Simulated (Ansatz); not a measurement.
**HoNbTe3: one candidate of a structure search**

The task: take a trial cell of HoNbTe3 to zero force and stress.

Computed with Ansatz 0.2.0 (DFT PBE, scalar-relativistic, plane waves, PAW; 4f electrons in the core of a trivalent norm-conserving potential, unless a step's input says otherwise).

## 1. The system as given

It takes space group P4/mmm (No. 123, tetragonal). Conventional cell: a = 4.636 Å, b = 4.636 Å, c = 7.806 Å, α = 90.00°, β = 90.00°, γ = 90.00°. Ho (site symmetry 4/mmm) has 6 Te at 2.64 to 3.28 Å as nearest neighbours. Nb (site symmetry 4/mmm) has 10 Te at 3.51 to 3.90 Å as nearest neighbours. Te (site symmetry 4mm) is surrounded by 1 Te at 2.53 Å and 1 Ho at 2.64 Å and 4 Nb at 3.51 Å. Te (site symmetry 4/mmm) has 4 Ho at 3.28 Å and 2 Nb at 3.90 Å as nearest neighbours.

As a file:

```
Ho Nb Te
1.0
     4.63558    0.00000    0.00000
     0.00000    4.63558    0.00000
     0.00000    0.00000    7.80583
Ho Nb Te
1 1 3
Direct
  0.50000 0.50000 0.00000
  0.00000 0.00000 0.50000
  0.50000 0.50000 0.33787
  0.50000 0.50000 0.66213
  0.00000 0.00000 0.00000
```

The cell is invented: random cell by space group and Wyckoff sites (P4/mmm, No. 123). Lengths come from tabulated atomic sizes and are only a guess.

## 2. The guess as it stands, on a coarse mesh

input.yaml

```yaml
crystal:
  lattice:
    - [4.63557882, 0.0, 0.0]
    - [0.0, 4.63557882, 0.0]
    - [0.0, 0.0, 7.80583375]
  atoms:
    - { symbol: Ho, position: [0.5, 0.5, 0.0] }
    - { symbol: Nb, position: [0.0, 0.0, 0.5] }
    - { symbol: Te, position: [0.5, 0.5, 0.33787289] }
    - { symbol: Te, position: [0.5, 0.5, 0.66212711] }
    - { symbol: Te, position: [0.0, 0.0, 0.0] }
basis:
  ecutwfc: 690
kpoints:
  mp_grid: { grid: [4, 4, 2] }
hamiltonian:
  xc: pbe
  pseudopotentials:
    kind: paw
    azcp: { Ho: "pseudopotentials/pbe/nc/lanthanide_3plus/Ho.nc.azcp" }
scf:
  occupations: { method: gaussian, width: 0.1 }
  lower_state_search: "off"
output:
  forces: true
  stress: true
  eigenvalues: true
```

Launch:

```sh
$ ansatz run input.yaml --threads 1 --pin off --max-ram 2560MiB --backend cpu --events-out ev --progress --plain --runs-dir out
```

Further runs follow: rough relaxation on the coarse mesh; spin check on a coarse mesh; final relaxation.

What does the calculation give? Wanted: conventional cell; volume; energy over the elements; gap on the mesh; total moment.

As calculated:

| quantity | value |
| --- | --- |
| symmetry at the end (tolerance 0.05 Å) | space group P4/mmm (No. 123) |
| conventional cell | a = 3.922 Å, b = 3.922 Å, c = 9.591 Å, α = 90.00°, β = 90.00°, γ = 90.00° |
| volume | 29.50 Å³/atom |
| energy over the elements | -0.34 eV/atom |
| gap on the mesh | none (metal) |
| total moment | 0.67 μB/cell |

The space group P4/mmm (No. 123) is kept, and the volume per atom shrinks by 12.1 % from the first guess. It lies below the elements, which doesn't yet make it stable: competing phases were not computed in this session. No finished test with a distortion of lower symmetry is shown, so the end may be a saddle point. The runs treat Ho, Te without spin-orbit coupling. The lanthanide's 4f electrons sit in the core of its potential, so it is trivalent by construction and shows no f bands or moments. Other magnetic orders were not searched.
